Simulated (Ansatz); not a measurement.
# C2H7BCl2O: the cost of one run

Method: UKS PBE0/STO-3G, in Ansatz 0.2.0.

## (1) The starting structure

Bond lengths: B1–O2 1.751 Å, O2–C3 1.410 Å, B1–Cl4 1.762 Å, B1–Cl5 1.767 Å, B1–C7 1.853 Å, C3–H8 1.091 Å, C3–H9 1.091 Å, C3–H10 1.093 Å, C7–H11 1.090 Å, C7–H12 1.091 Å, C7–H13 1.091 Å. Angles (14 of 19 angles, heavy atoms first): B1–O2–C3 119.6°, O2–B1–Cl4 107.6°, O2–B1–Cl5 110.6°, O2–B1–C7 89.5°, Cl4–B1–Cl5 118.7°, Cl4–B1–C7 113.9°, Cl5–B1–C7 112.5°, O2–C3–H8 109.2°, O2–C3–H9 107.6°, O2–C3–H10 111.9°, B1–C7–H11 116.1°, B1–C7–H12 100.0°, B1–C7–H13 116.8°, H8–C3–H9 109.6°.

As a file:

```xyz
13

B    -0.8561   -0.3679    0.6002
O     0.5976    0.6082    0.6047
C     0.6159    1.8318   -0.0948
Cl   -1.1784   -0.8504    2.2638
Cl   -2.1386    0.4311   -0.3154
H     0.7068   -0.4757   -0.0558
C     0.0292   -1.6550   -0.3970
H     0.0555    2.5769    0.4720
H     1.6566    2.1467   -0.1827
H     0.1694    1.7397   -1.0878
H     0.8394   -2.1804    0.1079
H    -0.7596   -2.4045   -0.4831
H     0.2623   -1.4006   -1.4320
```

## (2) Run 1

150 steps of 0.5 fs at constant energy, with velocities drawn for 1000 K.

input.yaml reads:

```yaml
crystal:
  periodic: [false, false, false]
  atoms:
    - { symbol: B, position_ang: [-0.8561, -0.3679, 0.6002] }
    - { symbol: O, position_ang: [0.5976, 0.6082, 0.6047] }
    - { symbol: C, position_ang: [0.6159, 1.8318, -0.0948] }
    - { symbol: Cl, position_ang: [-1.1784, -0.8504, 2.2638] }
    - { symbol: Cl, position_ang: [-2.1386, 0.4311, -0.3154] }
    - { symbol: H, position_ang: [0.7068, -0.4757, -0.0558] }
    - { symbol: C, position_ang: [0.0292, -1.655, -0.397] }
    - { symbol: H, position_ang: [0.0555, 2.5769, 0.472] }
    - { symbol: H, position_ang: [1.6566, 2.1467, -0.1827] }
    - { symbol: H, position_ang: [0.1694, 1.7397, -1.0878] }
    - { symbol: H, position_ang: [0.8394, -2.1804, 0.1079] }
    - { symbol: H, position_ang: [-0.7596, -2.4045, -0.4831] }
    - { symbol: H, position_ang: [0.2623, -1.4006, -1.432] }
magnetization:
  spin_polarized: true
basis:
  gaussian: { orbitals: STO-3G }
hamiltonian:
  xc: pbe0
md:
  timestep: 0.5
  n_steps: 150
  ensemble: nve
  temperature: 1000.0
  initial_velocities: maxwell_boltzmann
  seed: 237530
```

Launch:

```
> ansatz run input.yaml --threads 1 --pin off --max-ram 2048MiB --backend cpu --events-out ev --progress --plain --runs-dir out
```

**Question.** How long does this run take on 1 thread of AMD EPYC 9B14 (Zen 4), shared host, and how much memory does it need?

About 8.4 min, with a peak of 0.2 GiB.
